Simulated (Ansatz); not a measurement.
Run this with Ansatz 0.2.0 through its Python package and show what comes out.

Script `c2h2te_bend.py`:
```python
"""Energy of C2H2Te against one bond angle."""

import warnings

import ansatz as az
from ase import Atoms

warnings.simplefilter("ignore", az.DeckWarning)

atoms = Atoms(["C", "C", "Te", "H", "H"], positions=[
    (-0.7289, -1.1433, 0.4016),
    (0.1143, -0.3466, 0.1033),
    (1.638, 0.9674, -0.4053),
    (-1.4895, -1.7502, 0.6369),
    (0.5159, 2.199, -0.7778),
])

# start the scan from a relaxed geometry
first = az.Crystal.molecule_from_ase(atoms).calculation()
first = first.basis(gaussian="def2-SVP")
first = first.functional("pbe").relax(force_tolerance=0.02, max_steps=80)
atoms.positions = first.run(threads=1).report["positions_ang"]

rows = []
for angle in [85, 95, 105, 115, 125, 140, 160]:
    bent = atoms.copy()
    bent.set_angle(1, 2, 4, angle, indices=[4])
    calc = (
        az.Crystal.molecule_from_ase(bent).calculation()
        .basis(gaussian="def2-SVP")
        .functional("pbe")
    )
    rows.append((angle, calc.run(threads=1).report["free_energy_ev"]))
floor = min(e for _, e in rows)
for angle, e in rows:
    print(f"angle C1-Te2-H4 = {angle:3d} deg   {1000 * (e - floor):9.1f} meV")
```

```console
$ python c2h2te_bend.py
angle C1-Te2-H4 =  85 deg        48.2 meV
angle C1-Te2-H4 =  95 deg         0.0 meV
angle C1-Te2-H4 = 105 deg        90.3 meV
angle C1-Te2-H4 = 115 deg       307.7 meV
angle C1-Te2-H4 = 125 deg       642.1 meV
angle C1-Te2-H4 = 140 deg      1344.6 meV
angle C1-Te2-H4 = 160 deg      2615.7 meV
```

Notes:
- The scan is rigid, and the energies are electronic, in a modest basis. The zero is the lowest point of the grid, which needn't be the minimum.
- def2 sets replace the cores of elements past krypton by effective core potentials.
- Hardware and time: 11 s on 1 thread of Intel(R) Xeon(R) 6975P-C (Granite Rapids), on a shared host, peak memory 0.19 GiB.

(Lines on the test bed's own set-up are left out of the output.)
